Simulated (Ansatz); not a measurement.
# CH3F2SSi: the cost of one run

Computed with Ansatz 0.2.0, Gaussian basis. Level: one geometry, several basis sets.

Levels to be run: PBE0-D4/def2-SVP; ωB97M-V/def2-SVP; PBE0-D4/def2-QZVPP; ωB97M-V/def2-QZVPP; CCSD(T)/cc-pV(D+d)Z; CCSD(T)/cc-pV(T+d)Z; MP2/cc-pV(Q+d)Z; the functionals' def2-TZVPP values are taken from earlier runs.

### 1 The relaxed structure

The geometry comes from an earlier relaxation with PBE0-D4 in a triple-zeta def2 set; it is a stationary point, not always the lowest conformer.

SMILES `C[Si](F)(F)[S]`, 8 atoms, charge 0, spin multiplicity 2.

Atoms are counted from 1 here; the program's logs count them from 0.

Bond lengths: C1–Si2 1.841 Å, C1–H6 1.094 Å, C1–H7 1.091 Å, C1–H8 1.091 Å, Si2–F3 1.588 Å, Si2–F4 1.588 Å, Si2–S5 2.113 Å. Angles: Si2–C1–H6 108.9°, Si2–C1–H7 111.1°, Si2–C1–H8 111.1°, H6–C1–H7 108.4°, H6–C1–H8 108.4°, H7–C1–H8 108.9°, C1–Si2–F3 110.8°, C1–Si2–F4 110.8°, C1–Si2–S5 110.0°, F3–Si2–F4 104.6°, F3–Si2–S5 110.3°, F4–Si2–S5 110.3°.

### 2 PBE0-D4 in def2-SVP

Contents of in.yaml:

```yaml
crystal:
  periodic: [false, false, false]
  atoms:
    - {symbol: C, position_ang: [-0.809840, -0.285894, 0.511221]}
    - {symbol: Si, position_ang: [0.703905, 0.141337, -0.445282]}
    - {symbol: F, position_ang: [1.990895, -0.514901, 0.214071]}
    - {symbol: F, position_ang: [0.641984, -0.479797, -1.905447]}
    - {symbol: S, position_ang: [0.923261, 2.240188, -0.550251]}
    - {symbol: H, position_ang: [-0.905560, -1.374654, 0.554106]}
    - {symbol: H, position_ang: [-0.749488, 0.095877, 1.531786]}
    - {symbol: H, position_ang: [-1.703057, 0.120744, 0.033996]}
basis:
  gaussian: {orbitals: def2-SVP}
magnetization: {spin_polarized: true, initial_magnetization: 1}
hamiltonian: {xc: pbe0, dispersion: d4}
output: {orbitals: {seedname: orbitals}}
```

On the command line:

```bash
$ ansatz run in.yaml --threads 2 --pin off --events-out ev --progress --plain --max-ram 22528MiB --backend cpu
```

What time and memory should one allow on 2 threads of AMD EPYC 7R13, shared host?

About 7.5 s, with a peak of 0.32 GiB.
